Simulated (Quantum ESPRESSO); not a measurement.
Write the native input for Quantum ESPRESSO 7.5 that does the following.

* Task: single point
* Functional: PBE
* Potentials or basis: SSSP 1.3 efficiency PBE
* Cutoff: 952 eV
* Density cutoff: 7619 eV
* k mesh: 7 × 7 × 7
* Occupations: fermi-dirac, width 0.05 eV
* Spin: no spin polarisation
* Mixing beta: 0.5
* Most SCF iterations: 120
* SCF threshold: 1e-09 Ry

Ga4O:

```
Ga O
1.0
    -2.71130    2.71130    2.71130
     2.71130   -2.71130    2.71130
     2.71130    2.71130   -2.71130
Ga O
4 1
Direct
  0.00000 0.00000 0.50000
  0.50000 0.00000 0.00000
  0.50000 0.50000 0.50000
  0.00000 0.50000 0.00000
  0.00000 0.00000 0.00000
```

The cell was built by a generator and needn't be a form met in nature.

One way to write it, as run:

pw.in

```
&CONTROL
  calculation = 'scf'
  prefix = 'pwscf'
  outdir = './tmp'
  pseudo_dir = './pseudo'
  tprnfor = .true.
  tstress = .true.
  disk_io = 'nowf'
/
&SYSTEM
  ibrav = 0
  nat = 5
  ntyp = 2
  ecutwfc = 70
  ecutrho = 560
  nbnd = 39
  occupations = 'smearing'
  smearing = 'fd'
  degauss = 0.00367493
/
&ELECTRONS
  conv_thr = 1d-09
  electron_maxstep = 120
  mixing_beta = 0.5
/
ATOMIC_SPECIES
Ga    69.7230 Ga.pbe-dn-kjpaw_psl.1.0.0.UPF
O     15.9990 O.pbe-n-kjpaw_psl.0.1.UPF
CELL_PARAMETERS angstrom
  -2.7112981600    2.7112981600    2.7112981600
   2.7112981600   -2.7112981600    2.7112981600
   2.7112981600    2.7112981600   -2.7112981600
ATOMIC_POSITIONS crystal
Ga     0.0000000000    0.0000000000    0.5000000000
Ga     0.5000000000    0.0000000000    0.0000000000
Ga     0.5000000000    0.5000000000    0.5000000000
Ga     0.0000000000    0.5000000000    0.0000000000
O      0.0000000000    0.0000000000    0.0000000000
K_POINTS automatic
7 7 7 0 0 0
```

Potentials or basis: SSSP 1.3 efficiency PBE.

Command:

```bash
$ OMP_NUM_THREADS=1 pw.x -in pw.in > pw.out
```

Results of the run:

```json
{
 "Pressure": "8.0 GPa",
 "Band gap on the k mesh": "none (metal or under the smearing width)"
}
```

Wall time 4.2 min on 1 thread of Intel(R) Xeon(R) Platinum 8259CL CPU @ 2.50GHz (Skylake/Cascade Lake), on a shared host, peak memory 0.53 GiB.
